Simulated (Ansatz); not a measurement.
# InAs (F-43m): energy and pressure against volume

One table from this session's results is given with a row withheld; the runs are named, their logs left out.

The COD entry's cell or inner coordinates are ideal or old and differ from later refinements, so a difference from it is no clean test against experiment.

Method: DFT r²SCAN, scalar-relativistic, plane waves, PAW, in Ansatz 0.2.0.

## The system as given

Symmetry: F-43m, No. 216, cubic system. Conventional cell: a = 6.109 Å, b = 6.109 Å, c = 6.109 Å, α = 90.00°, β = 90.00°, γ = 90.00°. Around In (site symmetry -43m) lie 4 As at 2.65 Å. As (site symmetry -43m) has 4 In at 2.65 Å as nearest neighbours.

As a file:

```cif
data_structure
_symmetry_space_group_name_H-M 'P 1'
_symmetry_Int_Tables_number 1
_cell_length_a 4.3199
_cell_length_b 4.3199
_cell_length_c 4.3199
_cell_angle_alpha 60.000
_cell_angle_beta 60.000
_cell_angle_gamma 60.000
_cell_volume 57.00
loop_
_atom_site_label
_atom_site_type_symbol
_atom_site_fract_x
_atom_site_fract_y
_atom_site_fract_z
_atom_site_occupancy
In1 In 0.00000 0.00000 0.00000 1
As1 As 0.25000 0.25000 0.25000 1
```

This cell comes from an earlier session at r²SCAN: 28.501 Å³/atom at 0.00 GPa, on a 12×12×12 mesh.

The first run:

input.yaml reads:

```yaml
crystal:
  lattice:
    - [0.0, 3.0133263763, 3.0133263763]
    - [3.0133263763, 0.0, 3.0133263763]
    - [3.0133263763, 3.0133263763, 0.0]
  atoms:
    - { symbol: In, position: [0.0, 0.0, 0.0] }
    - { symbol: As, position: [0.25, 0.25, 0.25] }
basis:
  ecutwfc: 500
  ecutrho_ratio: 4
kpoints:
  mp_grid: { grid: [14, 14, 14] }
hamiltonian:
  xc: r2scan
scf:
  occupations: { method: gaussian, width: 0.05 }
output:
  forces: true
  stress: true
  eigenvalues: true
```

The run is started by

```console
$ ansatz run input.yaml --threads 1 --pin off --max-ram 2560MiB --backend cpu --events-out ev --progress --plain --runs-dir out
```

Among the steps run: Volume × 0.96; Volume × 1.04; Volume × 0.92; Volume × 0.88; Volume × 0.84; Volume × 0.8.

One table of the session follows, with a row left open; its other results are not shown here.

It belongs to the step «The curve». 

| volume (Å³/atom) | energy above the lowest (meV/atom) | pressure (GPa) | gap on the mesh (eV) |
| --- | --- | --- | --- |
| 22.801 | 310.7 | 21.5 | 1.29 |
| 23.941 | 181.6 | 15.0 | 1.04 |
| 25.081 | 93.6 | 9.9 | 0.78 |
| 26.221 | ? | ? | ? |
| 27.361 | 8.7 | 2.6 | 0.31 |
| 28.501 | 0.0 | 0.0 | 0.08 |
| 29.642 | 7.6 | -2.1 | 0.00 |

**Question.** Estimate the row for volume (Å³/atom) = 26.221.

Worked estimate for «energy above the lowest (meV/atom)». A straight line through the neighbours (25.081, 93.6) and (27.361, 8.7) gives 93.6 + (8.7 − 93.6) × (26.221 − 25.081) / (27.361 − 25.081) = 51.1; a parabola fitted to 4 rows on both sides gives 37.9.

**Answer.** energy above the lowest (meV/atom): 38.2; pressure (GPa): 5.8; gap on the mesh (eV): 0.54. In «energy above the lowest (meV/atom)» the line misses by +12.9 and the parabola by -0.3.

Limits of these values: The k mesh is not the same at all volumes. Other structures may be lower in enthalpy at these pressures.
